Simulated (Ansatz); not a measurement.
# O4Os: the cost of one run

Program: Ansatz 0.2.0. Level of theory: the levels named in each step. These are calculated values, not measurements.

## Step 1: The structure to begin with

Bond lengths: O1–Os2 1.620 Å, Os2–O3 1.620 Å, Os2–O4 1.620 Å, Os2–O5 1.620 Å. Angles: O1–Os2–O3 109.5°, O1–Os2–O4 109.5°, O1–Os2–O5 109.5°, O3–Os2–O4 109.5°, O3–Os2–O5 109.5°, O4–Os2–O5 109.5°.

As a file:

```xyz
5

O    -0.8727   -1.0522   -0.8687
Os    0.0000    0.0000    0.0000
O     0.7951   -0.7923    1.1676
O    -0.9861    1.0978    0.6676
O     1.0636    0.7468   -0.9665
```

## Step 2: A rough first relaxation, PBE-D4/def2-SVP

Contents of input.yaml:

```yaml
crystal:
  periodic: [false, false, false]
  atoms:
    - { symbol: O, position_ang: [-0.87266, -1.05216, -0.86869] }
    - { symbol: Os, position_ang: [0.0, -1.0e-05, 0.0] }
    - { symbol: O, position_ang: [0.79511, -0.79231, 1.16758] }
    - { symbol: O, position_ang: [-0.98608, 1.09776, 0.66764] }
    - { symbol: O, position_ang: [1.06364, 0.74676, -0.96654] }
magnetization:
  spin_polarized: true
  initial_magnetization: 1
total_charge: 1
basis:
  gaussian: { orbitals: def2-SVP }
hamiltonian:
  xc: pbe
  dispersion: d4
relax:
  f_tol: 0.03
  max_steps: 200
```

The run is started by

```sh
ansatz run input.yaml --threads 4 --pin off --max-ram 10240MiB --backend cpu --events-out ev --progress --plain --runs-dir out
```

What time and memory should one allow on 4 threads of Intel Xeon Platinum 8488C (Sapphire Rapids), shared host?

About 48 s, with a peak of 0.24 GiB.
